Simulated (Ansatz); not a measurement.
Na3Cl2:

```
Cl Na
1.0
     1.75995  -10.17026    0.00000
     1.75995   10.17026    0.00000
     0.00000    0.00000    3.52764
Cl Na
2 3
Cartesian
  1.7600 8.4088 1.7638
  1.7600 -8.4088 1.7638
  1.7600 -3.4373 0.0000
  1.7600 3.4373 0.0000
  1.7600 0.0000 0.0000
```

The cell comes from a database or a generator and needn't be the stable form of this composition.

```yaml
Program: Ansatz 0.2.0
Task: relaxation of cell and atoms
Functional: r2SCAN
Potentials_or_basis: Ansatz PAW
Cutoff: "500 eV (not typed: the program's choice for these potentials)"
k_mesh: 8 × 8 × 8
Occupations: fermi-dirac, width 0.05 eV
Spin: no spin polarisation
```

At the start: volume 25.26 Å³/atom.

Q: How do energy, volume and symmetry change on relaxing?

A: It ends after 5 steps and the volume is 24.57 Å³/atom (-2.7 %); space group Cmmm (No. 65, to 0.05 Å).

Step by step:
```csv
step,energy change (eV),largest force (eV/Å),volume (Å³)
1,0.0000,0.1039,126.28
2,-0.0112,0.0390,125.20
3,-0.0141,0.0097,123.75
4,-0.0147,0.0007,122.85
5,-0.0145,0.0010,122.85
```

Final structure:
```xyz
5
Lattice="1.7404 -10.1687 0.0000 1.7404 10.1687 0.0000 0.0000 0.0000 3.4708" Properties=species:S:1:pos:R:3 pbc="T T T"
Cl    1.7404    8.4321    1.7354
Cl    1.7404   -8.4321    1.7354
Na    1.7404   -3.3976    0.0000
Na    1.7404    3.3976    0.0000
Na    1.7404    0.0000    0.0000
```

Caveat: the plane-wave basis is chosen anew once the cell has moved, so the energies of steps on either side of that aren't comparable; an odd number of electrons without spin polarisation forces a metal; a magnetic or distorted state may lie lower; the PAW data sets come from PBE, with cores solved anew for the run's functional, which leaves a small shift of forces and pressure.
